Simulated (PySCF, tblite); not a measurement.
**C5H2F4: a rotation path, then NMR shifts on frames**

How do NMR shifts of C5H2F4 (`FC(F)=C(F)C1=C(F)C1`) change as the atoms move?

Programs: tblite 0.8.0 and PySCF 2.14.0, with density-fitted response routines of our own. Each step states its level of theory. These are calculated values for one molecule in the gas phase, unless marked as measured. Atoms are numbered from 0 throughout.

### Step 1. Starting geometry

11 atoms, charge 0, multiplicity 1; geometry from: GFN2-xTB.

Bonds of the start (Å): F0–C1 1.32, C1–F2 1.33, C1–C3 1.34, C3–F4 1.35, C3–C5 1.42, C5–C6 1.31, C6–F7 1.31, C6–C8 1.48, C8–C5 1.53, C8–H9 1.08, C8–H10 1.08.

### Step 2. A band between two rotamers with GFN2-xTB

What the job is given:

```
{"job": {"kind": "neb", "xc": "GFN2-xTB", "basis": "xTB", "atoms": [4, 3, 5, 8], "turn": 180}, "charge": 0, "multiplicity": 1}
F      1.163570    -2.929952     0.868381
C      0.668616    -1.708143     0.791058
F      0.410193    -1.216333     1.994199
C      0.443482    -1.024804    -0.340604
F      0.741876    -1.610258    -1.516381
C     -0.093822     0.284067    -0.388979
C     -0.499749     1.344668    -1.035472
F     -0.702025     1.967092    -2.167722
C     -0.618870     1.455219     0.437765
H      0.082846     2.067272     0.992011
H     -1.590692     1.373844     0.909641
```

Method: GFN2-xTB climbing-image nudged elastic band, gas phase.

Started as:

```bash
$ OMP_NUM_THREADS=1 python probes_run.py task.json out
```

This one command runs all jobs of the session in turn.

The log of the run:

```text
image   E - E0 / eV
  0      -0.0000
  1       0.0364
  2       0.1197
  3       0.2000
  4       0.2293
  5       0.1943
  6       0.1209
  7       0.0538
  8       0.0269
```

Wall time 2.2 s (1 thread of Arm Neoverse V1, shared host); peak memory 0.18 GiB.

The final band, with the dihedral F4–C3–C5–C8:

```csv
image,dihedral (°),energy (eV),energy (kcal/mol)
0,180,0.000,0.0
1,205,0.036,0.8
2,228,0.120,2.8
3,252,0.200,4.6
4,275,0.229,5.3
5,297,0.194,4.5
6,318,0.121,2.8
7,339,0.054,1.2
8,360,0.027,0.6
```

### Step 3. NMR shieldings: image 0, PBE0/pcSseg-1

What the job is given:

```
{"job": {"kind": "nmr", "xc": "PBE0", "basis": "pcSseg-1", "pop": false}, "charge": 0, "multiplicity": 1}
F      1.163600    -2.930000     0.868400
C      0.668600    -1.708100     0.791100
F      0.410200    -1.216300     1.994200
C      0.443500    -1.024800    -0.340600
F      0.741900    -1.610300    -1.516400
C     -0.093800     0.284100    -0.389000
C     -0.499700     1.344700    -1.035500
F     -0.702000     1.967100    -2.167700
C     -0.618900     1.455200     0.437800
H      0.082800     2.067300     0.992000
H     -1.590700     1.373800     0.909600
```

Method: GIAO PBE0/pcSseg-1 NMR shielding, non-relativistic, gas phase.

The log of the run:

```text
coarse grid: 11016 points
cycle   1  E = -590.1127204112  dE =  1.796e+00  |g| = 8.127e-01  |ddm| = 3.328e+00
cycle   2  E = -589.9706077198  dE =  1.421e-01  |g| = 1.242e+00  |ddm| = 1.479e+00
cycle   3  E = -590.2233552749  dE = -2.527e-01  |g| = 1.265e-01  |ddm| = 9.577e-01
cycle   4  E = -590.2250042929  dE = -1.649e-03  |g| = 8.794e-02  |ddm| = 1.864e-01
cycle   5  E = -590.2267884137  dE = -1.784e-03  |g| = 1.496e-02  |ddm| = 9.786e-02
cycle   6  E = -590.2268280950  dE = -3.968e-05  |g| = 6.448e-03  |ddm| = 2.069e-02
cycle   7  E = -590.2268367860  dE = -8.691e-06  |g| = 1.657e-03  |ddm| = 7.100e-03
final grid: 113200 points
cycle   8  E = -590.3040662940  dE = -3.951e-05  |g| = 6.313e-03  |ddm| = 3.290e-02
cycle   9  E = -590.3040589222  dE =  7.372e-06  |g| = 9.304e-03  |ddm| = 1.262e-02
cycle  10  E = -590.3040744445  dE = -1.552e-05  |g| = 9.818e-04  |ddm| = 7.609e-03
cycle  11  E = -590.3040746079  dE = -1.634e-07  |g| = 3.769e-04  |ddm| = 1.307e-03
cycle  12  E = -590.3040746383  dE = -3.046e-08  |g| = 1.494e-04  |ddm| = 5.609e-04
cycle  13  E = -590.3040746434  dE = -5.097e-09  |g| = 3.553e-05  |ddm| = 1.580e-04
cycle  14  E = -590.3040746437  dE = -2.410e-10  |g| = 9.543e-06  |ddm| = 3.495e-05
converged SCF energy = -590.3040746437

GIAO shielding tensors (ppm)
atom      isotropic    diamagn.    paramagn.     s11        s22        s33       span
  0 F      268.188     468.841    -200.653    242.895    278.973    282.697     39.802
  1 C       13.945     250.373    -236.428    -42.109     27.593     56.351     98.459
  2 F      288.485     475.399    -186.914    260.967    291.595    312.895     51.927
  3 C       55.327     245.402    -190.074     18.789     61.055     86.139     67.350
  4 F      366.506     471.139    -104.633    320.440    376.978    402.100     81.659
  5 C      113.150     259.922    -146.772     18.504    155.966    164.980    146.476
  6 C       30.042     255.057    -225.015    -88.617     69.069    109.675    198.292
  7 F      313.650     470.837    -157.187    181.503    252.159    507.287    325.784
  8 C      161.852     248.886     -87.034    129.116    151.817    204.624     75.508
  9 H       29.361      29.403      -0.042     24.964     26.644     36.477     11.513
 10 H       29.369      29.419      -0.051     24.969     26.652     36.485     11.516
```

Wall time 22 s (1 thread of Arm Neoverse V1, shared host); peak memory 0.74 GiB.

Shifts follow as δ = σ(reference) − σ, with reference shieldings (ppm) from runs at the same level and on the same kind of geometry: ¹H TMS 31.72, ¹³C TMS 186.9, ¹⁹F CFCl3 170.9. The references are single molecules in the gas phase, so shifts against H2O, NH3, PH3, H3PO4 or CFCl3 are not on the usual liquid scales and can be off by tens of ppm. Each atom is listed at this fixed geometry, with no averaging over motion; a spectrum would average atoms that exchange fast.

```csv
atoms,environment,σ (ppm),δ (ppm)
C1,fully substituted alkene carbon,13.9,173.0
C6,fully substituted alkene carbon,30.0,156.9
C3,fully substituted alkene carbon,55.3,131.6
C5,fully substituted alkene carbon,113.1,73.8
C8,three-membered-ring carbon,161.9,25.1
H9,hydrogen on a three-membered-ring carbon,29.36,2.36
H10,hydrogen on a three-membered-ring carbon,29.37,2.35
F0,vinylic fluorine,268.2,-97.2
F2,vinylic fluorine,288.5,-117.5
F7,vinylic fluorine,313.6,-142.7
F4,vinylic fluorine,366.5,-195.6
```

Ring of atoms C5, C6, C8: NICS(0) -30.3, NICS(1) -4.8, NICS(1)zz -9.1 ppm (means of both faces).

Orbitals, density, ELF and potential are computed afterwards from the orbital file.

Frontier orbitals at PBE0/pcSseg-1, with the share of their density that lies nearest to each atom:

```csv
orbital,energy (eV),lies on
HOMO,-6.80,"C1, C6 about 21 % each; C3, C5 about 14 % each"
LUMO,-1.16,"C1, C6 about 27 % each; C3, C5 about 14 % each"
```

ELF in a plane through or near 9 of the atoms.

Values, 10 rows by 14 columns:
```
0.00 0.00 0.00 0.00 0.00 0.00 0.00 0.00 0.00 0.00 0.00 0.00 0.00 0.00
0.00 0.00 0.00 0.00 0.00 0.00 0.00 0.00 0.00 0.00 0.00 0.00 0.00 0.00
0.00 0.00 0.00 0.00 0.01 0.02 0.01 0.00 0.18 0.31 0.12 0.00 0.00 0.00
0.00 0.00 0.00 0.01 0.19 0.57 0.33 0.02 0.85 0.63 0.32 0.01 0.00 0.00
0.00 0.00 0.00 0.14 0.57 0.66 0.85 0.17 0.17 0.53 0.36 0.76 0.09 0.00
0.00 0.00 0.00 0.03 0.62 0.37 0.36 0.86 0.22 0.56 0.76 0.83 0.11 0.00
0.00 0.00 0.09 0.80 0.76 0.36 0.75 0.47 0.60 0.18 0.09 0.37 0.01 0.00
0.00 0.00 0.02 0.54 0.87 0.16 0.01 0.38 0.73 0.84 0.13 0.00 0.00 0.00
0.00 0.00 0.00 0.02 0.14 0.01 0.00 0.09 0.30 0.14 0.00 0.00 0.00 0.00
0.00 0.00 0.00 0.00 0.00 0.00 0.00 0.00 0.00 0.00 0.00 0.00 0.00 0.00
```
The map spans 11.7 Å across and 9.1 Å up, centred on the molecule. Atoms in the plane (x, y in Å): F0 (3.3, 0.0), C1 (2.0, 0.3), F2 (1.7, 1.6), C3 (1.0, -0.7), F4 (1.3, -2.0), C5 (-0.4, -0.3), C6 (-1.7, -0.7), F7 (-2.6, -1.6), C8 (-1.4, 0.8).

On the surface of density 0.002 e/bohr³ the electrostatic potential runs, from the 1st to the 99th percentile, from -0.54 V near F4 to 0.95 V near C1.

### Step 4. Nuclear shieldings: image 2, PBE0/pcSseg-1

What the job is given:

```
{"job": {"kind": "nmr", "xc": "PBE0", "basis": "pcSseg-1", "pop": false}, "charge": 0, "multiplicity": 1}
F      1.101000    -2.976900     0.858400
C      0.492700    -1.811600     0.732200
F     -0.322500    -1.582600     1.752700
C      0.620100    -0.954400    -0.284500
F      1.439900    -1.265200    -1.307800
C     -0.060400     0.300000    -0.355500
C     -0.719800     1.226900    -0.989000
F     -1.320600     1.642000    -2.073600
C     -0.412800     1.578300     0.417900
H      0.372100     2.299400     0.616800
H     -1.184200     1.546700     1.176200
```

With the program's defaults for keys left out, this is: GIAO PBE0/pcSseg-1 NMR shielding, non-relativistic, gas phase.

The log of the run:

```text
coarse grid: 11016 points
cycle   1  E = -590.1082847060  dE =  1.789e+00  |g| = 8.127e-01  |ddm| = 3.301e+00
cycle   2  E = -589.9755347306  dE =  1.327e-01  |g| = 1.226e+00  |ddm| = 1.466e+00
cycle   3  E = -590.2200423167  dE = -2.445e-01  |g| = 9.779e-02  |ddm| = 9.369e-01
cycle   4  E = -590.2210513403  dE = -1.009e-03  |g| = 6.189e-02  |ddm| = 1.277e-01
cycle   5  E = -590.2218053379  dE = -7.540e-04  |g| = 1.265e-02  |ddm| = 6.487e-02
cycle   6  E = -590.2218322665  dE = -2.693e-05  |g| = 5.960e-03  |ddm| = 1.924e-02
cycle   7  E = -590.2218399587  dE = -7.692e-06  |g| = 1.628e-03  |ddm| = 7.046e-03
final grid: 113200 points
cycle   8  E = -590.2996339786  dE = -3.971e-05  |g| = 6.204e-03  |ddm| = 3.158e-02
cycle   9  E = -590.2996273723  dE =  6.606e-06  |g| = 8.945e-03  |ddm| = 1.333e-02
cycle  10  E = -590.2996419361  dE = -1.456e-05  |g| = 8.298e-04  |ddm| = 7.776e-03
cycle  11  E = -590.2996420580  dE = -1.219e-07  |g| = 3.149e-04  |ddm| = 9.782e-04
cycle  12  E = -590.2996420762  dE = -1.818e-08  |g| = 1.635e-04  |ddm| = 3.901e-04
cycle  13  E = -590.2996420814  dE = -5.171e-09  |g| = 3.248e-05  |ddm| = 1.503e-04
cycle  14  E = -590.2996420816  dE = -1.965e-10  |g| = 9.632e-06  |ddm| = 3.935e-05
converged SCF energy = -590.2996420816

GIAO shielding tensors (ppm)
atom      isotropic    diamagn.    paramagn.     s11        s22        s33       span
  0 F      265.109     469.091    -203.983    231.171    278.846    285.309     54.138
  1 C       15.472     250.266    -234.794    -45.716     34.616     57.517    103.232
  2 F      284.178     475.197    -191.019    261.570    289.846    301.117     39.548
  3 C       58.201     245.684    -187.483     15.053     69.866     89.683     74.630
  4 F      356.630     470.673    -114.042    308.519    375.710    385.662     77.144
  5 C      112.633     259.517    -146.884     19.780    155.262    162.856    143.076
  6 C       25.913     254.798    -228.885    -97.416     67.723    107.430    204.846
  7 F      300.037     471.050    -171.013    156.070    244.901    499.141    343.071
  8 C      160.777     249.115     -88.338    127.291    152.235    202.806     75.515
  9 H       29.431      29.316       0.116     24.455     27.086     36.753     12.299
 10 H       29.428      29.724      -0.296     24.953     27.205     36.125     11.172
```

Wall time 16 s (1 thread of Arm Neoverse V1, shared host); peak memory 0.76 GiB.

In short: δ C1 171.5, C6 161.0, C3 128.7, C5 74.3, H10 2.29, H9 2.29 ppm.

### Step 5. Nuclear shieldings: image 4, PBE0/pcSseg-1

What the job is given:

```
{"job": {"kind": "nmr", "xc": "PBE0", "basis": "pcSseg-1", "pop": false}, "charge": 0, "multiplicity": 1}
F      1.015300    -3.055600     0.769500
C      0.350200    -1.928700     0.590200
F     -0.807100    -1.945700     1.238600
C      0.737100    -0.887400    -0.143000
F      1.930700    -0.919900    -0.769100
C     -0.028300     0.324600    -0.273200
C     -0.906200     1.094500    -0.838100
F     -1.807800     1.269300    -1.768600
C     -0.235500     1.732300     0.321200
H      0.520300     2.489700     0.154300
H     -0.763400     1.829600     1.262000
```

With the program's defaults for keys left out, this is: GIAO PBE0/pcSseg-1 NMR shielding, non-relativistic, gas phase.

The log of the run:

```text
coarse grid: 11016 points
cycle   1  E = -590.1035788778  dE =  1.784e+00  |g| = 8.180e-01  |ddm| = 3.285e+00
cycle   2  E = -589.9646112738  dE =  1.390e-01  |g| = 1.240e+00  |ddm| = 1.481e+00
cycle   3  E = -590.2166454435  dE = -2.520e-01  |g| = 1.009e-01  |ddm| = 9.635e-01
cycle   4  E = -590.2177565792  dE = -1.111e-03  |g| = 6.476e-02  |ddm| = 1.526e-01
cycle   5  E = -590.2185189789  dE = -7.624e-04  |g| = 1.592e-02  |ddm| = 6.762e-02
cycle   6  E = -590.2185590792  dE = -4.010e-05  |g| = 7.739e-03  |ddm| = 1.777e-02
cycle   7  E = -590.2185719925  dE = -1.291e-05  |g| = 1.491e-03  |ddm| = 7.197e-03
cycle   8  E = -590.2185724361  dE = -4.436e-07  |g| = 3.341e-04  |ddm| = 1.822e-03
final grid: 113200 points
cycle   9  E = -590.2969323200  dE = -4.075e-05  |g| = 6.578e-03  |ddm| = 3.142e-02
cycle  10  E = -590.2969251119  dE =  7.208e-06  |g| = 9.599e-03  |ddm| = 1.334e-02
cycle  11  E = -590.2969411382  dE = -1.603e-05  |g| = 1.014e-03  |ddm| = 7.416e-03
cycle  12  E = -590.2969412942  dE = -1.559e-07  |g| = 4.064e-04  |ddm| = 1.164e-03
cycle  13  E = -590.2969413257  dE = -3.158e-08  |g| = 1.585e-04  |ddm| = 5.140e-04
cycle  14  E = -590.2969413315  dE = -5.748e-09  |g| = 3.624e-05  |ddm| = 1.524e-04
cycle  15  E = -590.2969413317  dE = -2.617e-10  |g| = 8.156e-06  |ddm| = 3.563e-05
converged SCF energy = -590.2969413317

GIAO shielding tensors (ppm)
atom      isotropic    diamagn.    paramagn.     s11        s22        s33       span
  0 F      265.154     469.412    -204.259    226.065    281.476    287.920     61.856
  1 C       18.362     250.248    -231.885    -48.232     44.926     58.392    106.624
  2 F      287.374     474.867    -187.493    257.880    289.276    314.966     57.086
  3 C       62.041     246.071    -184.030     14.112     79.177     92.835     78.723
  4 F      355.394     470.432    -115.038    311.823    373.446    380.913     69.090
  5 C      112.231     258.927    -146.696     22.135    152.236    162.322    140.188
  6 C       23.282     253.529    -230.247   -103.679     67.531    105.995    209.674
  7 F      292.247     471.329    -179.082    137.898    243.755    495.087    357.190
  8 C      159.598     250.380     -90.782    127.485    152.285    199.023     71.537
  9 H       29.362      29.572      -0.210     24.608     27.126     36.354     11.746
 10 H       29.488      29.804      -0.317     24.610     27.597     36.256     11.646
```

Wall time 16 s (1 thread of Arm Neoverse V1, shared host); peak memory 0.76 GiB.

Key values: δ C1 168.6, C6 163.6, C3 124.9, C5 74.7, H9 2.35, H10 2.23 ppm.

### Step 6. Nuclear shieldings: image 6, PBE0/pcSseg-1

What the job is given:

```
{"job": {"kind": "nmr", "xc": "PBE0", "basis": "pcSseg-1", "pop": false}, "charge": 0, "multiplicity": 1}
F      0.963400    -3.116100     0.640100
C      0.275400    -2.015300     0.397600
F     -1.026000    -2.215100     0.549300
C      0.779900    -0.823600     0.065300
F      2.115100    -0.676400    -0.028100
C     -0.009000     0.344900    -0.147300
C     -1.040100     0.992900    -0.607300
F     -2.150600     0.981600    -1.298100
C     -0.099700     1.845000     0.159700
H      0.563500     2.531000    -0.351600
H     -0.366500     2.153900     1.164300
```

Method: GIAO PBE0/pcSseg-1 NMR shielding, non-relativistic, gas phase.

The log of the run:

```text
coarse grid: 11016 points
cycle   1  E = -590.1073964856  dE =  1.794e+00  |g| = 8.149e-01  |ddm| = 3.303e+00
cycle   2  E = -589.9679602165  dE =  1.394e-01  |g| = 1.239e+00  |ddm| = 1.458e+00
cycle   3  E = -590.2196570495  dE = -2.517e-01  |g| = 9.695e-02  |ddm| = 9.412e-01
cycle   4  E = -590.2207849167  dE = -1.128e-03  |g| = 5.804e-02  |ddm| = 1.254e-01
cycle   5  E = -590.2214054259  dE = -6.205e-04  |g| = 1.074e-02  |ddm| = 5.549e-02
cycle   6  E = -590.2214240595  dE = -1.863e-05  |g| = 4.177e-03  |ddm| = 1.498e-02
cycle   7  E = -590.2214282344  dE = -4.175e-06  |g| = 6.596e-04  |ddm| = 4.766e-03
final grid: 113200 points
cycle   8  E = -590.3008371541  dE = -4.364e-05  |g| = 7.047e-03  |ddm| = 3.184e-02
cycle   9  E = -590.3008274205  dE =  9.734e-06  |g| = 1.064e-02  |ddm| = 1.387e-02
cycle  10  E = -590.3008471165  dE = -1.970e-05  |g| = 1.078e-03  |ddm| = 8.106e-03
cycle  11  E = -590.3008473044  dE = -1.879e-07  |g| = 4.482e-04  |ddm| = 1.311e-03
cycle  12  E = -590.3008473466  dE = -4.224e-08  |g| = 1.492e-04  |ddm| = 5.768e-04
cycle  13  E = -590.3008473516  dE = -4.957e-09  |g| = 3.399e-05  |ddm| = 1.456e-04
cycle  14  E = -590.3008473518  dE = -2.126e-10  |g| = 6.728e-06  |ddm| = 3.463e-05
converged SCF energy = -590.3008473518

GIAO shielding tensors (ppm)
atom      isotropic    diamagn.    paramagn.     s11        s22        s33       span
  0 F      265.851     469.400    -203.549    229.434    278.336    289.784     60.350
  1 C       19.261     250.700    -231.439    -42.993     43.484     57.293    100.286
  2 F      284.293     475.137    -190.844    257.423    284.735    310.721     53.298
  3 C       59.711     246.011    -186.300     18.294     71.031     89.807     71.513
  4 F      366.941     471.040    -104.099    320.215    369.849    410.759     90.544
  5 C      112.665     259.088    -146.423     22.801    151.395    163.798    140.996
  6 C       30.015     252.661    -222.646    -88.272     68.206    110.110    198.382
  7 F      306.981     471.503    -164.522    165.299    254.391    501.255    335.956
  8 C      161.006     250.958     -89.952    128.041    151.421    203.557     75.516
  9 H       29.284      29.620      -0.336     24.710     26.860     36.282     11.571
 10 H       29.489      29.603      -0.114     24.461     27.223     36.784     12.323
```

Run time: 16 s. Hardware: 1 thread of Arm Neoverse V1, shared host; peak memory 0.76 GiB.

This run: δ C1 167.7, C6 156.9, C3 127.2, C5 74.3, H9 2.43, H10 2.23 ppm.

### Step 7. NMR shieldings: image 8, PBE0/pcSseg-1

What the job is given:

```
{"job": {"kind": "nmr", "xc": "PBE0", "basis": "pcSseg-1", "pop": false}, "charge": 0, "multiplicity": 1}
F      0.978700    -3.145200     0.486500
C      0.285100    -2.053400     0.220600
F     -0.945300    -2.347500    -0.171300
C      0.734400    -0.793600     0.320000
F      2.000900    -0.590800     0.727600
C     -0.033500     0.359900     0.025900
C     -1.126400     0.965200    -0.355900
F     -2.368200     0.888200    -0.760600
C     -0.015200     1.887800    -0.026600
H      0.529500     2.382500    -0.822500
H     -0.034800     2.449500     0.900200
```

Level: GIAO PBE0/pcSseg-1 NMR shielding, non-relativistic, gas phase.

The log of the run:

```text
coarse grid: 11016 points
cycle   1  E = -590.1108395405  dE =  1.797e+00  |g| = 8.136e-01  |ddm| = 3.352e+00
cycle   2  E = -589.9633937986  dE =  1.474e-01  |g| = 1.253e+00  |ddm| = 1.463e+00
cycle   3  E = -590.2224043018  dE = -2.590e-01  |g| = 1.102e-01  |ddm| = 9.528e-01
cycle   4  E = -590.2236954418  dE = -1.291e-03  |g| = 7.450e-02  |ddm| = 1.502e-01
cycle   5  E = -590.2248893213  dE = -1.194e-03  |g| = 1.476e-02  |ddm| = 8.101e-02
cycle   6  E = -590.2249272120  dE = -3.789e-05  |g| = 7.450e-03  |ddm| = 2.357e-02
cycle   7  E = -590.2249387887  dE = -1.158e-05  |g| = 1.566e-03  |ddm| = 7.628e-03
cycle   8  E = -590.2249392938  dE = -5.051e-07  |g| = 3.757e-04  |ddm| = 1.679e-03
final grid: 113200 points
cycle   9  E = -590.3031384627  dE = -4.131e-05  |g| = 6.868e-03  |ddm| = 3.629e-02
cycle  10  E = -590.3031291695  dE =  9.293e-06  |g| = 1.034e-02  |ddm| = 1.357e-02
cycle  11  E = -590.3031480294  dE = -1.886e-05  |g| = 1.156e-03  |ddm| = 7.902e-03
cycle  12  E = -590.3031482548  dE = -2.255e-07  |g| = 4.370e-04  |ddm| = 1.368e-03
cycle  13  E = -590.3031482955  dE = -4.069e-08  |g| = 1.448e-04  |ddm| = 5.825e-04
cycle  14  E = -590.3031483001  dE = -4.566e-09  |g| = 3.610e-05  |ddm| = 1.450e-04
cycle  15  E = -590.3031483003  dE = -2.467e-10  |g| = 8.503e-06  |ddm| = 3.897e-05
converged SCF energy = -590.3031483003

GIAO shielding tensors (ppm)
atom      isotropic    diamagn.    paramagn.     s11        s22        s33       span
  0 F      265.170     469.219    -204.049    232.932    277.647    284.930     51.998
  1 C       18.552     250.947    -232.395    -39.324     38.481     56.499     95.823
  2 F      282.457     475.476    -193.018    261.866    282.364    303.142     41.276
  3 C       57.274     245.543    -188.269     20.610     63.785     87.427     66.817
  4 F      372.065     471.544     -99.479    329.304    379.718    407.174     77.871
  5 C      112.961     259.290    -146.330     22.179    151.981    164.721    142.542
  6 C       33.692     252.763    -219.071    -77.954     67.640    111.390    189.344
  7 F      314.996     471.590    -156.594    181.263    259.790    503.937    322.674
  8 C      162.402     250.689     -88.287    129.078    151.851    206.278     77.200
  9 H       29.341      29.512      -0.171     24.516     26.819     36.689     12.174
 10 H       29.339      29.438      -0.099     24.520     26.812     36.684     12.164
```

It took 16 s on 1 thread of Arm Neoverse V1, shared host; peak memory 0.76 GiB.

In short: δ C1 168.4, C6 153.2, C3 129.7, C5 74.0, H10 2.38, H9 2.38 ppm.

### Step 8. Run by run: NMR shifts

Shifts (ppm) of some atoms, chosen among heavy atoms and hydrogens apart, with basis size and wall time:

```csv
frame,C6,C3,H9,H10,F2,F7,F4,functions,time
image 0,156.9,131.6,2.36,2.35,-117.5,-142.7,-195.6,163,22 s
image 2,161.0,128.7,2.29,2.29,-113.2,-129.1,-185.7,163,16 s
image 4,163.6,124.9,2.35,2.23,-116.4,-121.3,-184.4,163,16 s
image 6,156.9,127.2,2.43,2.23,-113.3,-136.0,-196.0,163,16 s
image 8,153.2,129.7,2.38,2.38,-111.5,-144.1,-201.1,163,16 s
```

### Step 9. Summary of results

```
                                         quantity                                value
                                          barrier   0.229 eV (5.3 kcal/mol) at image 4
                            end to end (GFN2-xTB)                             0.027 eV
  ¹³C shifts against TMS (PBE0/pcSseg-1, image 0)  173.0, 156.9, 131.6, 73.8, 25.1 ppm
   ¹H shifts against TMS (PBE0/pcSseg-1, image 0)                       2.36, 2.35 ppm
¹⁹F shifts against CFCl3 (PBE0/pcSseg-1, image 0)    -97.2, -117.5, -142.7, -195.6 ppm
            surface potential, 1st and 99th percentile                   -0.54 V and 0.95 V
                         range of the shift of F7                 -144.1 to -121.3 ppm
```

What this shows: Along the band the dihedral turns by 180°, and the top (dihedral 275°) lies 5.3 kcal/mol above the start (GFN2-xTB, rough), so at room temperature this motion is fast. Ends this close can change order at a higher level. The top was not checked by a frequency run. Shifts at one fixed geometry are not the observed spectrum, which averages over the motion. In the first frame run (image 0): Shielding is most anisotropic at F7 (span 326 ppm, paramagnetic term -157 ppm). At PBE0/pcSseg-1, counted by nearest atom on the grid, the HOMO lies on C1, C6 about 21 % each; C3, C5 about 14 % each, the LUMO on C1, C6 about 27 % each; C3, C5 about 14 % each. In ppm, F7 moves most: its shift spreads over 22.7 ppm, from -144.1 (image 8) to -121.3 (image 4).
